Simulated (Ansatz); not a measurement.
# YCu2S2 (P-3m1) in Ansatz: convergence with smearing width

Aim: find how far smearing width must go before the results for YCu2S2 settle, at PBE. This setting moves, with any that are tied to it; all else stays.

Program: Ansatz 0.2.0. These are calculated values, not measurements. Logs are shortened: lines on timing, memory, paths and dates and some standing lists are left out, and cuts for length are marked.

## 1. Starting point

The structure is trigonal, space group P-3m1 (No. 164). The conventional cell has a = 3.927 Å, b = 3.927 Å, c = 6.414 Å, α = 90.00°, β = 90.00°, γ = 120.00°. Y (site symmetry -3m) is surrounded by 6 S at 2.84 Å and 6 Cu at 3.15 Å. Around Cu (site symmetry 3m) lie 4 S at 2.32 to 2.51 Å. S (site symmetry 3m) has 4 Cu at 2.32 to 2.51 Å as nearest neighbours.

The cell comes from a database or a generator and needn't be the stable form of this composition.

## 2. With smearing width 0.3 eV

input.yaml reads:

```yaml
crystal:
  lattice:
    - [3.9274043162, 0.0, 0.0]
    - [-1.9637021581, 3.4012319087, 0.0]
    - [0.0, 0.0, 6.414112]
  atoms:
    - { symbol: "Y", position: [0.0, 0.0, 0.0] }
    - { symbol: Cu, position: [0.3333333333, 0.6666666667, 0.341639] }
    - { symbol: Cu, position: [0.6666666667, 0.3333333333, 0.658361] }
    - { symbol: S, position: [0.3333333333, 0.6666666667, 0.732606] }
    - { symbol: S, position: [0.6666666667, 0.3333333333, 0.267394] }
hamiltonian:
  xc: pbe
  pseudopotentials: { kind: paw }
kpoints:
  mp_grid: { grid: [7, 7, 4] }
scf:
  occupations: { method: methfessel_paxton, width: 0.3 }
output:
  forces: true
  stress: true
  eigenvalues: true
```

Potentials or basis: Ansatz PAW.

On the command line:

```bash
> ansatz run input.yaml --threads 2 --pin off --max-ram 5632MiB --backend cpu --events-out ev --progress --plain --runs-dir out
```

Log:

```text
Warning: RAYON_NUM_THREADS=2 ignored (pool sized by the plan → 2); use --threads N
Engine: ansatz 0.2.0, aarch64-unknown-linux-gnu
Pseudopotentials: kind: paw
Pseudopotential: Y, paw, valence charge 11, recommended cutoff 420 eV (normal), Y.paw.azcp
Pseudopotential: Cu, paw, valence charge 19, recommended cutoff 420 eV (normal), Cu.paw.azcp
Pseudopotential: S, paw, valence charge 6, recommended cutoff 420 eV (normal), S.paw.azcp
Functional definition: PBE
  parameter kappa = 0.804
  parameter beta = 0.06672455060314922
  exchange = pbe_x(kappa = kappa, mu = beta*pi^2/3)
  correlation = pbe_c(beta = beta)
Crystal: 5 atoms, lattice volume = 85.680 Å³
Basis set: ecut = 420 eV, 1713 PW (Γ), exchange–correlation on 54×54×90 points (8 copies of the dense FFT grid, shifted against one another)
Bands: 37, of which v1, the nominal top of the filled ones, is band 31 counted from 1 (30 counted from 0)
Symmetry: 12 space group operations
Space group: P-3m1 (ITA 164), of the structure as read, at distance tolerance 4.4e-5 Å
k-points: 28 of 196
Non-local potential: Y, projectors of the file, l = 0: 3, l = 1: 2, l = 2: 2, l = 3: 1
Non-local potential: Cu, projectors of the file, l = 0: 3, l = 1: 2, l = 2: 3, l = 3: 1
Non-local potential: S, projectors of the file, l = 0: 2, l = 1: 2, l = 2: 2
[... 19 lines left out ...]
Stability not checked: this state was not tested for a lower state beside it, because cold or Methfessel-Paxton smearing, or corrected tetrahedra, fill the levels in a way that the test cannot read (fill_not_monotonic; see scf.lower_state_search)
Free energy (F): -18907.214629 eV
Harris-Foulkes:  -18907.214629 eV  (|F-HF|=7.46e-10)
Internal energy: -18907.210839 eV  (E = F + TS)
E sigma→0 (E₀):  -18907.213681 eV
Entropy (-TS):   -0.003790 eV (-0.758 meV/atom)
Fermi energy:    12.989748 eV
--- Per-component energies (eV) ---
  E_band       = -947.484426
  E_kinetic    = 1124.353914
  E_local      = -11683.934997  (includes V_loc(G=0)·N_el)
  E_nonlocal   = 901.433967
  E_hartree    = 5154.138066
  E_xc         = -547.681411
  E_vxc        = -606.713185  (∫ρ·V_xc dr)
  E_paw        = -7364.902461  (= ΣΔE_a)
  E_vpaw       = -990.896895  (= ΣTr[D̂ρ^β])
  E_aug_tail   = 0.000585  (compensation charges beyond the density's cutoff)
  E_ewald      = -6490.618502
  E_smearing   = -0.003790  (= −TS)
  E_closure    = 0.000000  (closes the sum)
  Σ components = -18907.214629   (vs F -18907.214629, Δ=0.00e0)
--- Forces (eV/Å), atoms counted from 1 ---
  atom   1  Y      0.00000000     0.00000000     0.00000000
  atom   2  Cu    -0.00000000     0.00000000    -0.08815274
  atom   3  Cu    -0.00000000     0.00000000     0.08815274
  atom   4  S     -0.00000000    -0.00000000     0.02481698
  atom   5  S      0.00000000     0.00000000    -0.02481698
  max |Σ_I F_I| component: 4.63e-18 eV/Å
--- Stress (GPa, compression-positive) ---
        0.396854      -0.000000       0.000000
       -0.000000       0.396854       0.000000
        0.000000       0.000000       0.174187
  P = ⅓ Tr σ = 0.3226 GPa (3.226 kbar)
--- Band table (eV; the first three rows and the last of 28) ---
  k-point 0: bands = ["-100.5295", "-100.5290", "-57.9355", "-57.9355", "-57.9333", "-57.9333", "-57.9151", "-57.9113", "-30.6949", "-10.8400", "-10.6484", "-10.6484", "-2.8372", "-1.8036", "5.4130", "6.6985", "6.6985", "7.0040", "7.0040", "7.7759", "8.8333", "8.8333", "9.1018", "9.4187", "9.4187", "10.7353", "10.7353", "11.1485", "11.5578", "11.5578", "12.5269", "13.1812", "13.3426", "13.6790", "13.6790", "14.7929", "14.7929"]
  k-point 1: bands = ["-100.5295", "-100.5290", "-57.9355", "-57.9355", "-57.9333", "-57.9333", "-57.9151", "-57.9113", "-30.6949", "-10.8413", "-10.6484", "-10.6484", "-2.7045", "-1.9730", "5.7002", "6.6911", "6.6911", "7.0109", "7.0109", "7.3613", "8.8950", "8.8950", "9.1917", "9.3537", "9.3537", "10.7839", "10.7839", "10.9052", "11.3946", "11.3946", "12.7598", "13.2748", "13.7389", "13.7389", "13.8639", "15.0316", "15.0316"]
  k-point 2: bands = ["-100.5294", "-100.5290", "-57.9355", "-57.9355", "-57.9333", "-57.9333", "-57.9151", "-57.9113", "-30.6949", "-10.8426", "-10.6484", "-10.6484", "-2.4136", "-2.2996", "6.2615", "6.6837", "6.6837", "6.6878", "7.0181", "7.0181", "8.9758", "8.9758", "9.2705", "9.2705", "9.2846", "10.7699", "10.8607", "10.8607", "11.2183", "11.2183", "12.5853", "13.6686", "13.7375", "13.7375", "14.6458", "15.4626", "15.4626"]
  k-point 27: bands = ["-100.5292", "-100.5292", "-57.9360", "-57.9350", "-57.9345", "-57.9331", "-57.9134", "-57.9127", "-30.6781", "-10.8487", "-10.7820", "-10.7574", "-1.8847", "-1.7240", "5.4903", "5.5285", "6.5523", "6.7252", "7.1731", "7.1940", "8.7669", "8.8531", "9.0404", "9.1465", "9.2546", "9.4493", "9.5549", "10.0662", "10.1338", "10.4604", "13.3242", "13.7729", "15.1880", "15.5364", "16.3628", "16.5316", "16.7214"]
```

Run time: 2.5 s. Hardware: 2 threads of Arm Neoverse V2, shared host; peak memory 0.4 GiB.

Results:

* Free energy: -18907.2146 eV
* Pressure: 0.3 GPa
* Largest force: 0.088 eV/Å
* Band gap on the k mesh: none (metal or under the smearing width)

## 3. With smearing width 0.2 eV

input.yaml, as its differences from that of step 2:

```diff
@@ -17,3 +17,3 @@
 scf:
-  occupations: { method: methfessel_paxton, width: 0.3 }
+  occupations: { method: methfessel_paxton, width: 0.2 }
 output:
```

Potentials or basis: Ansatz PAW.

On the command line:

```bash
> ansatz run input.yaml --threads 2 --pin off --max-ram 5632MiB --backend cpu --events-out ev --progress --plain --runs-dir out
```

Wall time 2.5 s (2 threads of Arm Neoverse V2, shared host); peak memory 0.4 GiB.

Results:

```
Free energy            : -18907.2146 eV
Pressure               : 0.3 GPa
Largest force          : 0.093 eV/Å
Band gap on the k mesh : none (metal or under the smearing width)
```

## 4. With smearing width 0.15 eV

input.yaml, as its differences from that of step 3:

```diff
@@ -17,3 +17,3 @@
 scf:
-  occupations: { method: methfessel_paxton, width: 0.2 }
+  occupations: { method: methfessel_paxton, width: 0.15 }
 output:
```

On the command line:

```bash
> ansatz run input.yaml --threads 2 --pin off --max-ram 5632MiB --backend cpu --events-out ev --progress --plain --runs-dir out
```

It took 2.5 s on 2 threads of Arm Neoverse V2, shared host; peak memory 0.4 GiB.

What came out:

```yaml
Free_energy: -18907.2150 eV
Pressure: 0.2 GPa
Largest_force: 0.091 eV/Å
Band_gap_on_the_k_mesh: none (metal or under the smearing width)
```

## 5. With smearing width 0.1 eV

input.yaml, as its differences from that of step 4:

```diff
@@ -17,3 +17,3 @@
 scf:
-  occupations: { method: methfessel_paxton, width: 0.15 }
+  occupations: { method: methfessel_paxton, width: 0.1 }
 output:
```

On the command line:

```bash
> ansatz run input.yaml --threads 2 --pin off --max-ram 5632MiB --backend cpu --events-out ev --progress --plain --runs-dir out
```

It took 2.6 s on 2 threads of Arm Neoverse V2, shared host; peak memory 0.39 GiB.

What came out:

```
Free energy            : -18907.2147 eV
Pressure               : 0.2 GPa
Largest force          : 0.092 eV/Å
Band gap on the k mesh : none (metal or under the smearing width)
```

## 6. With smearing width 0.05 eV

input.yaml, as its differences from that of step 5:

```diff
@@ -17,3 +17,3 @@
 scf:
-  occupations: { method: methfessel_paxton, width: 0.1 }
+  occupations: { method: methfessel_paxton, width: 0.05 }
 output:
```

Potentials or basis: Ansatz PAW.

On the command line:

```bash
> ansatz run input.yaml --threads 2 --pin off --max-ram 5632MiB --backend cpu --events-out ev --progress --plain --runs-dir out
```

Wall time 2.7 s (2 threads of Arm Neoverse V2, shared host); peak memory 0.4 GiB.

The run converged. Its results:

```
Free energy            : -18907.2136 eV
Pressure               : 0.2 GPa
Largest force          : 0.093 eV/Å
Band gap on the k mesh : none (metal or under the smearing width)
```

## 7. With smearing width 0.025 eV

input.yaml, as its differences from that of step 6:

```diff
@@ -17,3 +17,3 @@
 scf:
-  occupations: { method: methfessel_paxton, width: 0.05 }
+  occupations: { method: methfessel_paxton, width: 0.025 }
 output:
```

On the command line:

```bash
> ansatz run input.yaml --threads 2 --pin off --max-ram 5632MiB --backend cpu --events-out ev --progress --plain --runs-dir out
```

It took 2.9 s on 2 threads of Arm Neoverse V2, shared host; peak memory 0.4 GiB.

Results (log left out):

* Free energy: -18907.2131 eV
* Pressure: 0.2 GPa
* Largest force: 0.095 eV/Å
* Band gap on the k mesh: none (metal or under the smearing width)

## 8. With smearing width 0.01 eV

input.yaml, as its differences from that of step 7:

```diff
@@ -17,3 +17,3 @@
 scf:
-  occupations: { method: methfessel_paxton, width: 0.025 }
+  occupations: { method: methfessel_paxton, width: 0.01 }
 output:
```

On the command line:

```bash
> ansatz run input.yaml --threads 2 --pin off --max-ram 5632MiB --backend cpu --events-out ev --progress --plain --runs-dir out
```

It took 2.7 s on 2 threads of Arm Neoverse V2, shared host; peak memory 0.39 GiB.

Results (log left out):

| Quantity | Value |
| --- | --- |
| Free energy | -18907.2130 eV |
| Pressure | 0.2 GPa |
| Largest force | 0.097 eV/Å |
| Band gap on the k mesh | none (metal or under the smearing width) |

## 9. With smearing width 0.005 eV

input.yaml, as its differences from that of step 8:

```diff
@@ -17,3 +17,3 @@
 scf:
-  occupations: { method: methfessel_paxton, width: 0.01 }
+  occupations: { method: methfessel_paxton, width: 0.005 }
 output:
```

Potentials or basis: Ansatz PAW.

On the command line:

```bash
> ansatz run input.yaml --threads 2 --pin off --max-ram 5632MiB --backend cpu --events-out ev --progress --plain --runs-dir out
```

It took 2.9 s on 2 threads of Arm Neoverse V2, shared host; peak memory 0.4 GiB.

Results (log left out):

- Free energy: -18907.2130 eV
- Pressure: 0.2 GPa
- Largest force: 0.097 eV/Å
- Band gap on the k mesh: none (metal or under the smearing width)

## 10. Summary

| smearing width | energy less the tightest run, at zero smearing (meV/atom) | pressure (GPa) | largest force (eV/Å) | SCF cycles | CPU time (s) | peak memory (GiB) |
| --- | --- | --- | --- | --- | --- | --- |
| 0.3 eV | -0.13 | 0.32 | 0.088 | 8 | 4.9 | 0.4 |
| 0.2 eV | -0.41 | 0.26 | 0.093 | 8 | 4.8 | 0.4 |
| 0.15 eV | -0.41 | 0.22 | 0.091 | 8 | 4.9 | 0.4 |
| 0.1 eV | -0.26 | 0.20 | 0.092 | 8 | 5.1 | 0.39 |
| 0.05 eV | -0.06 | 0.18 | 0.093 | 9 | 5.2 | 0.4 |
| 0.025 eV | 0.00 | 0.17 | 0.095 | 9 | 5.6 | 0.4 |
| 0.01 eV | 0.00 | 0.16 | 0.097 | 9 | 5.2 | 0.39 |
| 0.005 eV | 0.00 | 0.16 | 0.097 | 10 | 5.6 | 0.4 |

Against the tightest run, the energy stays within 1 meV/atom from 0.3 eV on; the pressure stays within 0.1 GPa from 0.2 eV on; the largest force stays within 0.005 eV/Å from 0.05 eV on. Narrower smearing needs a denser k mesh, so at a fixed mesh the narrowest width isn't the most accurate. The tightest run that finished is the yardstick and may itself not be fully converged.

Caveats: the run has no spin polarisation, though such a crystal can be magnetic.
